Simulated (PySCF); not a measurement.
**C5H6BN: electronic excitations and core binding energies**

Aim: predict the electronic excitations and core binding energies of C5H6BN (`C#C[C@@H]1[BH2-][N+]#CC1`).

The runs use PySCF 2.14.0, with density-fitted response routines of our own; the level of theory stands in each step. All values are computed, except where a source is named. Atoms count from 0, in the outputs and in this text.

## 1. The starting structure

13 atoms, charge 0, multiplicity 1; geometry from: GFN2-xTB.

Bonds of the start (Å): C0–C1 1.20, C1–C2 1.45, C2–B3 1.59, N4–C5 1.14, C5–C6 1.44, C6–C2 1.56, C0–H7 1.05, C2–H8 1.10, B3–H9 1.17, B3–H10 1.17, C6–H11 1.09, C6–H12 1.09.

The optimised geometry no longer has the bonds of the starting formula, so what follows describes that rearranged structure.

## 2. Excited states and response: PBE0/def2-SVPD

Job settings and geometry (Å):

```
{"job": {"kind": "uv", "xc": "PBE0", "basis": "def2-SVPD", "nstates": 8, "ntriplets": 3}, "charge": 0, "multiplicity": 1}
C     -2.167232     2.107092    -0.144990
C     -1.373450     1.236371     0.065873
C     -0.408369     0.191327     0.345947
B     -0.931722    -1.273049    -0.006229
N     -0.599548    -2.096440     2.955945
C     -0.367642    -1.086699     2.470200
C     -0.065094     0.188703     1.872811
H     -2.863469     2.865514    -0.345903
H      0.506631     0.436717    -0.204037
H     -2.074488    -1.506230     0.018352
H     -0.158731    -2.098056    -0.297584
H     -0.652845     0.953471     2.388617
H      0.994963     0.399993     2.033323
```

Level: TDDFT PBE0/def2-SVPD, vertical, gas phase, core orbitals frozen in the response.

Started as:

```sh
$ OMP_NUM_THREADS=1 python probes_run.py task.json out
```

One launch serves the whole session: the jobs run in the order shown.

Log:

```text
coarse grid: 11304 points
cycle   1  E = -272.9822883210  dE =  8.251e-01  |g| = 4.765e-01  |ddm| = 8.927e+00
cycle   2  E = -272.8446542343  dE =  1.376e-01  |g| = 9.236e-01  |ddm| = 2.582e+00
cycle   3  E = -273.0377415140  dE = -1.931e-01  |g| = 1.445e-01  |ddm| = 1.321e+00
cycle   4  E = -273.0426383710  dE = -4.897e-03  |g| = 3.612e-02  |ddm| = 3.014e-01
cycle   5  E = -273.0428825791  dE = -2.442e-04  |g| = 2.065e-02  |ddm| = 9.713e-02
cycle   6  E = -273.0429804598  dE = -9.788e-05  |g| = 4.923e-03  |ddm| = 3.546e-02
cycle   7  E = -273.0429869101  dE = -6.450e-06  |g| = 9.438e-04  |ddm| = 1.125e-02
final grid: 110472 points
cycle   8  E = -273.0829169193  dE = -3.348e-05  |g| = 4.899e-03  |ddm| = 1.443e-01
cycle   9  E = -273.0829174580  dE = -5.386e-07  |g| = 4.839e-03  |ddm| = 2.341e-02
cycle  10  E = -273.0829234511  dE = -5.993e-06  |g| = 1.362e-03  |ddm| = 9.186e-03
cycle  11  E = -273.0829238726  dE = -4.215e-07  |g| = 3.615e-04  |ddm| = 2.072e-03
cycle  12  E = -273.0829239016  dE = -2.894e-08  |g| = 8.846e-05  |ddm| = 5.782e-04
cycle  13  E = -273.0829239028  dE = -1.248e-09  |g| = 5.187e-05  |ddm| = 2.111e-04
cycle  14  E = -273.0829239034  dE = -5.856e-10  |g| = 1.362e-05  |ddm| = 8.469e-05
converged SCF energy = -273.0829239034

Static polarisability (au): isotropic 72.724, principal 60.644 62.777 94.752

Singlet excitations
state   eV       nm        f      main configurations
  1   4.8158    257.5   0.00992   H->L 0.97
  2   5.1810    239.3   0.00093   H-1->L 0.99
  3   5.9111    209.7   0.00051   H-2->L 0.79, H-4->L 0.14
  4   6.5148    190.3   0.00201   H->L+2 0.60, H->L+5 0.12
  5   6.5881    188.2   0.00844   H-3->L 0.62, H-4->L 0.14, H-2->L 0.11
  6   6.8498    181.0   0.01202   H-4->L 0.62, H-3->L 0.16
  7   6.8816    180.2   0.01117   H->L+1 0.41, H-1->L+2 0.21, H->L+4 0.10
  8   7.0650    175.5   0.00563   H-1->L+1 0.51, H-1->L+4 0.25

Triplet excitations (Tamm-Dancoff, eV): 4.4463 5.0184 5.2098
```

Wall time 69 s (1 thread of Intel Xeon at 2.50GHz, shared host); peak memory 0.72 GiB.

The orbitals next to the gap, with their largest atomic shares:

| orbital | eV | atoms |
| --- | --- | --- |
| HOMO−3 | -9.92 | N4 34 %, C5 25 %, B3 8 % |
| HOMO−2 | -9.57 | N4 26 %, C5 18 %, B3 17 % |
| HOMO−1 | -8.23 | C0 40 %, C1 39 %, C2 6 % |
| HOMO | -7.98 | C0 39 %, C1 34 %, C2 9 % |
| LUMO | -1.89 | B3 50 %, C2 9 %, H10 9 % |
| LUMO+1 | 0.13 | N4 17 %, C5 17 %, C6 13 % |
| LUMO+2 | 0.27 | N4 14 %, C5 13 %, C0 12 % |

With each of the 8 states as a Gaussian band of 0.4 eV half-width at 1/e, the curve within the window shown has maxima at 256 nm (ε 420), 181 nm (ε 1,400) L/(mol cm). Beyond the last state computed it falls off for lack of states. The curve at chosen wavelengths:

nm, ε (L/mol/cm) and a bar:
```
      168        336 #######
      173        831 ##################
      178       1279 ############################
      183       1345 ##############################
      188       1046 #######################
      193        640 ##############
      198        324 #######
      203        145 ###
      208         65 #
      213         36 
      218         30 
      223         40 
      228         69 #
      233        121 ##
      238        197 ####
      243        283 ######
      248        361 ########
      253        409 #########
      258        416 #########
      263        383 ########
      268        322 #######
      273        249 #####
      278        179 ###
      283        120 ##
      288         76 #
      293         46
```

Further results of this job:

| property | computed |
| --- | --- |
| dipole moment (D) | 3.53 |
| polarisability (Å³) | 10.78 |
| HOMO–LUMO gap (eV) | 6.09 |
| −ε(HOMO) (eV) | 7.98 |

## 3. Core holes by ΔSCF: SCAN, X2C

Same as in step 2 but for these lines:

```diff
@@ -1,2 +1,2 @@
-{"job": {"kind": "uv", "xc": "PBE0", "basis": "def2-SVPD", "nstates": 8, "ntriplets": 3}, "charge": 0, "multiplicity": 1}
+{"job": {"kind": "xps"}, "charge": 0, "multiplicity": 1}
 C     -2.167232     2.107092    -0.144990
```

With the program's defaults for keys left out, this is: delta-SCF UKS SCAN, pcX-2 on the ionised atom, pcseg-1 elsewhere, spin-free X2C.

Log:

```text
ground state, core basis on atom 0 (C), 159 functions
  cycle   1  E = -273.46657016  |g| = 5.44e-01
  cycle   2  E = -273.28799697  |g| = 1.01e+00
  cycle   3  E = -273.51535459  |g| = 3.42e-01
  cycle   4  E = -273.54323307  |g| = 4.70e-02
  cycle   5  E = -273.54339249  |g| = 4.23e-02
  cycle   6  E = -273.54381334  |g| = 1.10e-02
  cycle   7  E = -273.54384469  |g| = 2.71e-03
  cycle   8  E = -273.54384660  |g| = 6.09e-04
  cycle   9  E = -273.54384673  |g| = 1.93e-04
  E(ground) = -273.55536040 Eh
hole in C 1s of atom 0
  cycle   1  E = -262.30068202  |g| = 1.50e+00
  cycle   2  E = -260.17409019  |g| = 2.33e+00
  cycle   3  E = -262.66526336  |g| = 5.92e-01
  cycle   4  E = -262.70114820  |g| = 6.05e-01
  cycle   5  E = -262.82907840  |g| = 3.11e-01
  cycle   6  E = -262.87148451  |g| = 1.07e-01
  cycle   7  E = -262.87628487  |g| = 3.04e-02
  cycle   8  E = -262.87685043  |g| = 1.26e-02
  cycle   9  E = -262.87704195  |g| = 7.51e-03
  cycle  10  E = -262.87715465  |g| = 4.45e-03
  cycle  11  E = -262.87719996  |g| = 1.59e-03
  cycle  12  E = -262.87720259  |g| = 6.47e-04
  cycle  13  E = -262.87720254  |g| = 2.04e-04
  E(ion) = -262.88779221 Eh   <S^2> = 0.8197   hole on atom = 1.000   binding energy = 290.279 eV
ground state, core basis on atom 1 (C), 159 functions
  cycle   1  E = -273.54356145  |g| = 6.64e-02
  cycle   2  E = -273.54149785  |g| = 9.61e-02
  cycle   3  E = -273.54338218  |g| = 4.48e-02
  cycle   4  E = -273.54386999  |g| = 1.21e-02
  cycle   5  E = -273.54390335  |g| = 4.74e-03
  cycle   6  E = -273.54390734  |g| = 3.84e-04
  E(ground) = -273.55571295 Eh
hole in C 1s of atom 1
  cycle   1  E = -262.28660073  |g| = 1.51e+00
  cycle   2  E = -260.05801922  |g| = 2.43e+00
  cycle   3  E = -262.58381709  |g| = 6.68e-01
  cycle   4  E = -262.62497248  |g| = 6.89e-01
  cycle   5  E = -262.81813246  |g| = 2.69e-01
  cycle   6  E = -262.84882626  |g| = 1.10e-01
  cycle   7  E = -262.85340400  |g| = 4.99e-02
  cycle   8  E = -262.85496621  |g| = 1.59e-02
  cycle   9  E = -262.85541574  |g| = 1.05e-02
  cycle  10  E = -262.85576045  |g| = 6.26e-03
  cycle  11  E = -262.85587042  |g| = 2.81e-03
  cycle  12  E = -262.85587827  |g| = 1.22e-03
  cycle  13  E = -262.85588054  |g| = 5.03e-04
  cycle  14  E = -262.85588137  |g| = 1.62e-04
  E(ion) = -262.86627168 Eh   <S^2> = 0.8536   hole on atom = 1.000   binding energy = 290.875 eV
ground state, core basis on atom 2 (C), 159 functions
  cycle   1  E = -273.53964487  |g| = 6.10e-02
  cycle   2  E = -273.53903953  |g| = 5.43e-02
  cycle   3  E = -273.53899195  |g| = 5.55e-02
  cycle   4  E = -273.53977194  |g| = 1.25e-02
  cycle   5  E = -273.53980711  |g| = 4.00e-03
  cycle   6  E = -273.53981117  |g| = 5.42e-04
  cycle   7  E = -273.53981127  |g| = 9.92e-05
  E(ground) = -273.55085668 Eh
hole in C 1s of atom 2
  cycle   1  E = -262.24944013  |g| = 1.52e+00
  cycle   2  E = -261.09336844  |g| = 2.09e+00
  cycle   3  E = -262.52166777  |g| = 7.74e-01
  cycle   4  E = -262.64845445  |g| = 5.88e-01
  cycle   5  E = -262.81217112  |g| = 1.37e-01
  cycle   6  E = -262.81545993  |g| = 1.08e-01
  cycle   7  E = -262.82093135  |g| = 1.58e-02
  cycle   8  E = -262.82107119  |g| = 5.61e-03
  cycle   9  E = -262.82110038  |g| = 2.61e-03
  cycle  10  E = -262.82111232  |g| = 1.83e-03
  cycle  11  E = -262.82112078  |g| = 1.14e-03
  cycle  12  E = -262.82112651  |g| = 7.54e-04
  cycle  13  E = -262.82113018  |g| = 4.71e-04
  E(ion) = -262.83099547 Eh   <S^2> = 0.7719   hole on atom = 1.000   binding energy = 291.702 eV
ground state, core basis on atom 3 (B), 159 functions
  cycle   1  E = -273.53081576  |g| = 4.68e-02
  cycle   2  E = -273.53076675  |g| = 2.29e-02
  cycle   3  E = -273.53072945  |g| = 2.70e-02
  cycle   4  E = -273.53087379  |g| = 1.27e-02
  cycle   5  E = -273.53091208  |g| = 9.11e-04
  cycle   6  E = -273.53091279  |g| = 2.22e-04
  E(ground) = -273.54292998 Eh
hole in B 1s of atom 3
  cycle   1  E = -265.89569896  |g| = 1.15e+00
  cycle   2  E = -263.76991515  |g| = 2.03e+00
  cycle   3  E = -266.06431155  |g| = 6.02e-01
  cycle   4  E = -266.24676270  |g| = 3.29e-01
  cycle   5  E = -266.26231242  |g| = 2.99e-01
  cycle   6  E = -266.29867463  |g| = 1.13e-01
  cycle   7  E = -266.29847339  |g| = 1.30e-01
  cycle   8  E = -266.30735921  |g| = 6.99e-02
  cycle   9  E = -266.31014393  |g| = 3.84e-02
  cycle  10  E = -266.31091932  |g| = 1.86e-02
  cycle  11  E = -266.31101850  |g| = 1.66e-02
  cycle  12  E = -266.31123320  |g| = 2.73e-03
  cycle  13  E = -266.31123666  |g| = 5.02e-03
  cycle  14  E = -266.31126217  |g| = 1.63e-03
  cycle  15  E = -266.31126794  |g| = 7.87e-04
  cycle  16  E = -266.31126922  |g| = 7.71e-04
  cycle  17  E = -266.31127061  |g| = 3.50e-04
  E(ion) = -266.32314242 Eh   <S^2> = 1.1374   hole on atom = 1.000   binding energy = 196.460 eV
ground state, core basis on atom 4 (N), 159 functions
  cycle   1  E = -273.55384538  |g| = 7.37e-02
  cycle   2  E = -273.55362874  |g| = 3.68e-02
  cycle   3  E = -273.55270511  |g| = 7.47e-02
  cycle   4  E = -273.55391882  |g| = 5.01e-03
  cycle   5  E = -273.55392375  |g| = 2.16e-03
  cycle   6  E = -273.55392460  |g| = 6.10e-04
  cycle   7  E = -273.55392343  |g| = 8.74e-05
  E(ground) = -273.56331001 Eh
hole in N 1s of atom 4
  cycle   1  E = -257.95507167  |g| = 1.84e+00
  cycle   2  E = -252.42891997  |g| = 2.87e+00
  cycle   3  E = -247.86584984  |g| = 2.95e+00
  cycle   4  E = -258.37698117  |g| = 7.77e-01
  cycle   5  E = -258.17400233  |g| = 1.10e+00
  cycle   6  E = -258.64959324  |g| = 1.53e-01
  cycle   7  E = -258.64494673  |g| = 1.65e-01
  cycle   8  E = -258.66025701  |g| = 2.13e-02
  cycle   9  E = -258.66053163  |g| = 9.94e-03
  cycle  10  E = -258.66062008  |g| = 5.77e-03
  cycle  11  E = -258.66066143  |g| = 3.25e-03
  cycle  12  E = -258.66067564  |g| = 1.61e-03
  cycle  13  E = -258.66067799  |g| = 4.74e-04
  E(ion) = -258.67015661 Eh   <S^2> = 0.8043   hole on atom = 1.000   binding energy = 405.263 eV
ground state, core basis on atom 5 (C), 159 functions
  cycle   1  E = -273.54434367  |g| = 5.86e-02
  cycle   2  E = -273.54397879  |g| = 4.51e-02
  cycle   3  E = -273.54359385  |g| = 6.09e-02
  cycle   4  E = -273.54441361  |g| = 8.24e-03
  cycle   5  E = -273.54443138  |g| = 2.45e-03
  cycle   6  E = -273.54443339  |g| = 4.67e-04
  E(ground) = -273.55768241 Eh
hole in C 1s of atom 5
  cycle   1  E = -262.25104892  |g| = 1.51e+00
  cycle   2  E = -255.96226035  |g| = 2.83e+00
  cycle   3  E = -254.48075810  |g| = 2.85e+00
  cycle   4  E = -262.70485536  |g| = 3.64e-01
  cycle   5  E = -262.77048753  |g| = 2.06e-01
  cycle   6  E = -262.76954016  |g| = 2.42e-01
  cycle   7  E = -262.79515742  |g| = 4.97e-02
  cycle   8  E = -262.79546330  |g| = 4.13e-02
  cycle   9  E = -262.79631508  |g| = 1.17e-02
  cycle  10  E = -262.79640043  |g| = 3.99e-03
  cycle  11  E = -262.79642686  |g| = 2.09e-03
  cycle  12  E = -262.79643886  |g| = 1.19e-03
  cycle  13  E = -262.79644240  |g| = 3.85e-04
  E(ion) = -262.80778119 Eh   <S^2> = 0.8053   hole on atom = 1.000   binding energy = 292.520 eV
ground state, core basis on atom 6 (C), 159 functions
  cycle   1  E = -273.54057484  |g| = 6.15e-02
  cycle   2  E = -273.53977639  |g| = 6.50e-02
  cycle   3  E = -273.53994696  |g| = 5.85e-02
  cycle   4  E = -273.54070665  |g| = 1.05e-02
  cycle   5  E = -273.54073121  |g| = 2.91e-03
  cycle   6  E = -273.54073346  |g| = 5.37e-04
  cycle   7  E = -273.54073383  |g| = 9.80e-05
  E(ground) = -273.55141305 Eh
hole in C 1s of atom 6
  cycle   1  E = -262.22185315  |g| = 1.51e+00
  cycle   2  E = -260.55443419  |g| = 2.37e+00
  cycle   3  E = -262.36844994  |g| = 9.37e-01
  cycle   4  E = -262.59908882  |g| = 6.34e-01
  cycle   5  E = -262.78040899  |g| = 1.35e-01
  cycle   6  E = -262.78887110  |g| = 4.21e-02
  cycle   7  E = -262.78975404  |g| = 8.57e-03
  cycle   8  E = -262.78980394  |g| = 4.88e-03
  cycle   9  E = -262.78981859  |g| = 4.28e-03
  cycle  10  E = -262.78983056  |g| = 2.67e-03
  cycle  11  E = -262.78984008  |g| = 1.09e-03
  cycle  12  E = -262.78984412  |g| = 6.21e-04
  cycle  13  E = -262.78984485  |g| = 3.73e-04
  E(ion) = -262.79974694 Eh   <S^2> = 0.7730   hole on atom = 1.000   binding energy = 292.568 eV
```

It took 5.9 min on 1 thread of Intel Xeon at 2.50GHz, shared host; peak memory 0.62 GiB.

The holes in one table. −ε is the ground-state orbital energy:

| hole | stands for | ΔSCF (eV) | −ε (eV) | ⟨S²⟩ |
| --- | --- | --- | --- | --- |
| C1s on C0 | C0 | 290.28 | 273.6 | 0.820 |
| C1s on C1 | C1 | 290.87 (doubtful) | 274.0 | 0.854 |
| C1s on C2 | C2 | 291.70 | 274.9 | 0.772 |
| B1s on B3 | B3 | 196.46 (doubtful) | 180.9 | 1.137 |
| N1s on N4 | N4 | 405.26 | 386.3 | 0.804 |
| C1s on C5 | C5 | 292.52 | 274.9 | 0.805 |
| C1s on C6 | C6 | 292.57 | 275.7 | 0.773 |

Doubtful: the ion did not converge, its hole moved, or its ⟨S²⟩ is well above 0.75.

## 4. What came out

```
                                                    quantity                                          value
                             lowest singlet (PBE0/def2-SVPD)                    4.82 eV (257 nm), f = 0.010
                    brightest single state of those computed                    state 6, 6.85 eV, f = 0.012
                                              lowest triplet                                        4.45 eV
C1s binding energies, SCAN/pcX-2 (standing for 4 of 5 atoms)  C6 292.57, C5 292.52, C2 291.70, C0 290.28 eV
                            N1s binding energies, SCAN/pcX-2                                   N4 405.26 eV
```

**Reading.** The structure rearranged or came apart on optimisation; the results belong to the end geometry, not to the formula as drawn. The first singlet state (HOMO→LUMO 0.97) lies at 4.82 eV and is weak; of the 8 states computed, the strongest absorption comes from state 6 at 6.85 eV. The lowest triplet lies 0.37 eV below the lowest singlet (triplets in Tamm-Dancoff, singlets in full TDDFT). The C1s levels kept as sound span 2.29 eV, from C0 up to C6. Only 4 of the 5 C atoms are covered by sound results.
